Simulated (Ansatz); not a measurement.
# CH₄AlNO: a ladder of functionals and wavefunction methods

One table from this session's results is given with a row withheld; the runs are named, their logs left out.

Method: functionals in def2-TZVPP, the program's frozen cores in correlated methods; program: Ansatz 0.2.0, Gaussian basis.

Plan: LDA (SPW92), PBE-D4, revPBE-D4, BLYP-D4, r2SCAN-D4, B97M-V, PBE0-D4, B3LYP-D4, r2SCANh-D4, r2SCAN0-D4, HSE06-D4, BHLYP-D4, CAM-B3LYP-D4, LC-ωPBE, ωB97X-V, ωB97M-V, B2PLYP, PBE-QIDH; CCSD(T)/def2-SVP; CCSD(T)/def2-TZVPP; MP2/def2-QZVPP; extrapolation to the limit; RPA on PBE.

## The geometry

The geometry comes from an earlier relaxation with PBE0-D4 in a triple-zeta def2 set; it is a stationary point, not always the lowest conformer.

SMILES `C1[NH][AlH][O]1`, 8 atoms, charge 0, spin multiplicity 1.

Atoms are counted from 1 here; the program's logs count them from 0.

Bond lengths: C1–N2 1.466 Å, C1–O4 1.423 Å, C1–H5 1.099 Å, C1–H6 1.099 Å, N2–Al3 1.758 Å, N2–H7 1.002 Å, Al3–O4 1.733 Å, Al3–H8 1.569 Å. Angles: N2–C1–O4 102.5°, N2–C1–H5 112.7°, N2–C1–H6 112.7°, O4–C1–H5 109.9°, O4–C1–H6 109.9°, H5–C1–H6 109.0°, C1–N2–Al3 87.4°, C1–N2–H7 120.2°, Al3–N2–H7 152.4°, N2–Al3–O4 80.4°, N2–Al3–H8 143.4°, O4–Al3–H8 136.2°, C1–O4–Al3 89.8°.

The first run:

Input file in.yaml:

```yaml
crystal:
  periodic: [false, false, false]
  atoms:
    - {symbol: C, position_ang: [-0.253969, 0.761980, -0.439952]}
    - {symbol: N, position_ang: [0.576944, 0.253104, 0.654729]}
    - {symbol: Al, position_ang: [0.036111, -1.359538, 0.209129]}
    - {symbol: O, position_ang: [-0.820466, -0.429100, -0.975042]}
    - {symbol: H, position_ang: [0.332351, 1.276854, -1.213471]}
    - {symbol: H, position_ang: [-1.052465, 1.431036, -0.090695]}
    - {symbol: H, position_ang: [1.107674, 0.887025, 1.221459]}
    - {symbol: H, position_ang: [0.166020, -2.878562, 0.578043]}
basis:
  gaussian: {orbitals: def2-TZVPP}
hamiltonian: {xc: lda}
output: {orbitals: {seedname: orbitals}}
```

Among the steps run: LDA; PBE-D4 (GGA); revPBE-D4 (GGA); BLYP-D4 (GGA); r2SCAN-D4 (meta-GGA); B97M-V (meta-GGA); PBE0-D4 (hybrid); B3LYP-D4 (hybrid); r2SCANh-D4 (hybrid); r2SCAN0-D4 (hybrid); HSE06-D4 (hybrid); BHLYP-D4 (hybrid); CAM-B3LYP-D4 (range-separated); LC-ωPBE (range-separated); ωB97X-V (range-separated); ωB97M-V (range-separated); B2PLYP (double hybrid); PBE-QIDH (double hybrid).

One table of the session follows, with a row left open; its other results are not shown here.

It belongs to the step «Frontier levels by functional». 

| functional | HOMO (eV) | gap (eV) |
| --- | --- | --- |
| LDA (SPW92) | -5.67 | 4.36 |
| PBE-D4 | -5.52 | 4.39 |
| revPBE-D4 | -5.45 | 4.41 |
| BLYP-D4 | -5.40 | 4.37 |
| r2SCAN-D4 | -5.75 | 4.99 |
| B97M-V | -5.82 | 4.82 |
| PBE0-D4 | -6.82 | 6.43 |
| B3LYP-D4 | -6.60 | 5.99 |
| r2SCANh-D4 | -6.24 | 5.72 |
| r2SCAN0-D4 | -6.98 | 6.83 |
| HSE06-D4 | -6.41 | 5.66 |
| BHLYP-D4 | -8.07 | 8.37 |
| CAM-B3LYP-D4 | -8.24 | 8.72 |
| LC-ωPBE | ? | ? |
| ωB97X-V | -9.25 | 10.71 |
| ωB97M-V | -9.16 | 10.32 |

**Question.** Estimate the row for LC-ωPBE.

The run gave: HOMO (eV): -9.62; gap (eV): 11.20. In the column «HOMO (eV)» it is the lowest.
